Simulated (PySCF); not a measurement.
# C8H12O2: geometry, NMR shifts and electronic excitations

Wanted: the NMR shifts and electronic excitations of C8H12O2 (`COC(=O)[C@@H]1CC=CCC1`), by calculation.

The runs use PySCF 2.14.0, with density-fitted response routines of our own; the level of theory stands in each step. All values are computed, except where a source is named. Atoms are numbered from 0 throughout.

## Step 1: The starting structure

22 atoms, charge 0, multiplicity 1; geometry from: GFN2-xTB.

Bonds of the start (Å): C0–O1 1.42, O1–C2 1.34, C2–O3 1.20, C2–C4 1.51, C4–C5 1.53, C5–C6 1.50, C6–C7 1.32, C7–C8 1.50, C8–C9 1.53, C9–C4 1.53, C0–H10 1.09, C0–H11 1.09, C0–H12 1.09, C4–H13 1.09, C5–H14 1.09, C5–H15 1.09, C6–H16 1.08, C7–H17 1.08, C8–H18 1.09, C8–H19 1.10, C9–H20 1.09, C9–H21 1.09.

## Step 2: Optimising the geometry at PBE0-D3(BJ)/def2-SVP

Job settings and geometry (Å):

```
{"job": {"xc": "PBE0", "basis": "def2-SVP", "d3": "d3bj", "grid": 1, "kind": "geom"}, "charge": 0, "multiplicity": 1}
C      3.433314     0.476081     0.040506
O      2.037808     0.288667    -0.143609
C      1.337366    -0.086204     0.935512
O      1.834812    -0.270915     2.015459
C     -0.132973    -0.246514     0.618344
C     -0.341501    -1.329815    -0.445488
C     -1.754110    -1.333150    -0.942626
C     -2.598986    -0.333060    -0.758813
C     -2.240117     0.926743    -0.033435
C     -0.728531     1.072317     0.115578
H      3.847985    -0.335708     0.641264
H      3.622153     1.423591     0.549598
H      3.876589     0.486856    -0.952261
H     -0.634804    -0.540006     1.545097
H      0.335981    -1.147643    -1.285793
H     -0.094898    -2.311171    -0.032202
H     -2.059022    -2.218873    -1.482307
H     -3.612788    -0.396126    -1.128485
H     -2.645048     1.787319    -0.571437
H     -2.714576     0.914040     0.953602
H     -0.496437     1.881495     0.810949
H     -0.282629     1.311463    -0.851086
```

**Question.** This job is followed by: GIAO PBE0/pcSseg-1 NMR shielding, non-relativistic, gas phase; TDDFT wB97X-D/def2-SVPD, vertical, gas phase, core orbitals frozen in the response; GIAO B97-2/pcSseg-1 NMR shielding, non-relativistic, gas phase. Predict these results of the whole session: point group; rotational constants (main isotopes); ¹³C shifts against TMS (PBE0/pcSseg-1); ¹H shifts against TMS (PBE0/pcSseg-1, means over atoms taken as alike); ¹⁷O shifts against H2O (PBE0/pcSseg-1); lowest singlet (wB97X-D/def2-SVPD); brightest single state of those computed; lowest triplet; vertical ionisation energy (ΔSCF); range of the shift of O3.

**Answer**, as computed:

| quantity | value |
| --- | --- |
| point group | C1 |
| rotational constants (main isotopes) | 2.92, 0.78, 0.73 GHz |
| ¹³C shifts against TMS (PBE0/pcSseg-1) | 180.1, 135.2, 134.5, 52.1, 42.9, 30.1, 28.3, 28.0 ppm |
| ¹H shifts against TMS (PBE0/pcSseg-1, means over atoms taken as alike) | 5.91, 5.89, 3.58, 2.36, 2.18, 2.13, 2.02, 1.98, 1.62, 1.51 ppm |
| ¹⁷O shifts against H2O (PBE0/pcSseg-1) | 446.1, 182.8 ppm |
| lowest singlet (wB97X-D/def2-SVPD) | 5.87 eV (211 nm), f = 0.000 |
| brightest single state of those computed | state 3, 7.15 eV, f = 0.163 |
| lowest triplet | 4.42 eV |
| vertical ionisation energy (ΔSCF) | 9.12 eV |
| range of the shift of O3 | 433.0 to 446.1 ppm |

In words: Over 5 steps the energy fell by 0.055 eV; of the close pairs, C6–C7 changed most, 1.322 to 1.337 Å. At PBE0/pcSseg-1: The widest tensor belongs to O3: span 676 ppm, with a paramagnetic part of -514 ppm. The lowest singlet, at 5.87 eV, is HOMO−1→LUMO 0.59, HOMO−1→LUMO+2 0.22 and is dark; of the 10 states computed, the strongest absorption comes from state 3 at 7.15 eV (the last state computed is bright too, and its partners may lie past the list). The lowest triplet lies 1.45 eV below the lowest singlet (triplets in Tamm-Dancoff, singlets in full TDDFT). ΔSCF puts the ionisation energy at 9.12 eV, 0.19 eV above −ε(HOMO). In ppm, O3 moves most: its shift spreads over 13.1 ppm, from 433.0 (B97-2/pcSseg-1) to 446.1 (PBE0/pcSseg-1).
